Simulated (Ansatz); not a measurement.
# Al5GaP6: the cost of one run

Computed with Ansatz 0.2.0 (DFT PBE, scalar-relativistic, plane waves, PAW, unless a step's input says otherwise).

## 1. Starting point

Symmetry: P3m1, No. 156, trigonal system. Conventional cell: a = 3.699 Å, b = 3.699 Å, c = 18.295 Å, α = 90.00°, β = 90.00°, γ = 120.00°. Around Al (site symmetry 3m) lie 4 P at 2.27 to 2.28 Å. Around Ga (site symmetry 3m) lie 4 P at 2.27 to 2.28 Å. P (site symmetry 3m) is surrounded by 3 Ga at 2.27 Å and 1 Al at 2.28 Å. P (site symmetry 3m) has 4 Al at 2.27 to 2.28 Å as nearest neighbours. Only part of the 12 independent sites is listed.

Coordinates:

```
CELL_PARAMETERS angstrom
3.69948 0.00000 0.00000
-1.84974 3.20384 0.00000
0.00000 0.00000 18.29538
ATOMIC_POSITIONS crystal
Al 0.66667 0.33333 0.16668
Al 0.66667 0.33333 0.50002
Al 0.66667 0.33333 0.83335
Al 0.33333 0.66667 0.00002
Al 0.33333 0.66667 0.66668
Ga 0.33333 0.66667 0.33335
P 0.66667 0.33333 0.29132
P 0.66667 0.33333 0.62465
P 0.66667 0.33333 0.95798
P 0.33333 0.66667 0.12465
P 0.33333 0.66667 0.45798
P 0.33333 0.66667 0.79132
```

The start is an ordering of an alloy on its end members' structure types: elements ordered on the sites of the GaP type, Al/Ga on Ga (P3m1, No. 156).

## 2. The guess as it stands, on a coarse mesh

input.yaml

```yaml
crystal:
  lattice:
    - [3.69948106, 0.0, 0.0]
    - [-1.84974053, 3.20384458, 0.0]
    - [0.0, 0.0, 18.29537727]
  atoms:
    - { symbol: Al, position: [0.66666667, 0.33333333, 0.16668483] }
    - { symbol: Al, position: [0.66666667, 0.33333333, 0.50001816] }
    - { symbol: Al, position: [0.66666667, 0.33333333, 0.83335149] }
    - { symbol: Al, position: [0.33333333, 0.66666667, 1.816e-05] }
    - { symbol: Al, position: [0.33333333, 0.66666667, 0.66668483] }
    - { symbol: Ga, position: [0.33333333, 0.66666667, 0.33335149] }
    - { symbol: P, position: [0.66666667, 0.33333333, 0.29131518] }
    - { symbol: P, position: [0.66666667, 0.33333333, 0.62464851] }
    - { symbol: P, position: [0.66666667, 0.33333333, 0.95798184] }
    - { symbol: P, position: [0.33333333, 0.66666667, 0.12464851] }
    - { symbol: P, position: [0.33333333, 0.66666667, 0.45798184] }
    - { symbol: P, position: [0.33333333, 0.66666667, 0.79131518] }
basis:
  ecutwfc: 420
kpoints:
  mp_grid: { grid: [6, 6, 1] }
hamiltonian:
  xc: pbe
scf:
  occupations: { method: gaussian, width: 0.1 }
  lower_state_search: "off"
output:
  forces: true
  stress: true
  eigenvalues: true
```

Run with:

```
ansatz run input.yaml --threads 1 --pin off --max-ram 2560MiB --backend cpu --events-out ev --progress --plain --runs-dir out
```

**Question.** How long does this run take on 1 thread of Arm Neoverse V2, shared host, and how much memory does it need?

About 5.2 s, with a peak of 0.38 GiB.
